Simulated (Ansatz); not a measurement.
# CHGa (singlet): wave-function methods side by side, cc-pVDZ

One table from this session's results is given with a row withheld; the runs are named, their logs left out.

Method: cc-pVDZ, core rule «outside noble gas», up to 15 orbitals frozen; program: Ansatz 0.2.0, Gaussian basis.

To be run: UHF; CCSD(T) on RHF; CCSD(T) on UHF; BCCD(T) on RHF; CISD; CCSDT(Q) on RHF; CCSDT(Q) on UHF; CISDTQ; CCSDTQ on RHF; CCSDTQ on UHF.

11 further runs of the same task are left out: 4 for a known fault of the program, 1 that didn't finish, 6 set aside as unsound or not needed. Runs told in other sessions of the task aren't counted.

## The geometry

The geometry is a PBE0/def2-TZVP stationary point (not a proven minimum) of the parent state, kept for this charge and spin. No spin-orbit coupling is included. The filled d shell of Ga may be among the frozen orbitals whatever the setting's name suggests.

3 atoms, charge 0, spin multiplicity 1.

Atoms are counted from 1 here; the program's logs count them from 0.

Bond lengths: C1–Ga2 1.902 Å, Ga2–H3 1.572 Å. Angles: C1–Ga2–H3 180.0°.

Set-up of the first run:

The input, in.yaml:

```yaml
crystal:
  periodic: [false, false, false]
  atoms:
    - {symbol: C, position_ang: [0.000000, 0.000000, 1.791800]}
    - {symbol: Ga, position_ang: [0.000000, 0.000000, -0.109800]}
    - {symbol: H, position_ang: [0.000000, 0.000000, -1.682000]}
basis:
  gaussian: {orbitals: cc-pVDZ}
magnetization: {spin_polarized: true, initial_magnetization: 0}
hamiltonian: {xc: hf}
output: {orbitals: {seedname: orbitals}}
```

Started as:

```bash
$ ansatz run in.yaml --threads 1 --pin off --events-out ev --progress --plain --max-ram 3328MiB --backend cpu
```

Among the steps run: UHF; CCSD(T) on RHF; CCSD(T) on UHF; BCCD(T) on RHF; CISD; CCSDT(Q) on RHF; CCSDT(Q) on UHF; CISDTQ; CCSDTQ on RHF; CCSDTQ on UHF.

One table of the session follows, with a row left open; its other results are not shown here.

It belongs to the step «Misses and costs». 

```
   method  from RCCSDT(Q) (kcal/mol)
      RHF                    +132.52
      UHF                    +106.44
     RMP2                     +31.54
     UMP2                     +16.29
    RCCSD                     +10.18
    UCCSD                      -3.97
 RCCSD(T)                      +4.14
 UCCSD(T)                     -10.03
  BCCD(T)                      +4.26
   RCCSDT                      +1.97
   UCCSDT                          ?
RCCSDT(Q)                          0
UCCSDT(Q)                     -18.13
  RCCSDTQ                      -0.31
  UCCSDTQ                     -18.01
```

Estimate the missing values for UCCSDT.

As computed: from RCCSDT(Q) (kcal/mol): -15.78. In the column «from RCCSDT(Q) (kcal/mol)» it lies between UCCSDTQ (-18.01) and UCCSD(T) (-10.03).

Limits of these values: The determinant of CCSDT(Q) (⟨S²⟩ 1.01) is far from a pure spin state, so its energy mixes those of several spin states; high orders of coupled cluster remove much of that, low ones don't. The report flags that the cluster equations may have other roots. The determinant of CCSDTQ (⟨S²⟩ 1.01) is far from a pure spin state, so its energy mixes those of several spin states; high orders of coupled cluster remove much of that, low ones don't. The program flags UCCSD(T), UCCSDT(Q), RCCSDTQ, UCCSDTQ as in doubt, so those rows may rest on another solution. Warnings: restricted reference is unstable; spin contamination; large T1 diagnostic. Restricted and unrestricted rows rest on different reference determinants; a gap between their highest levels can come from leftover correlation error, from unlike frozen cores or from another state.
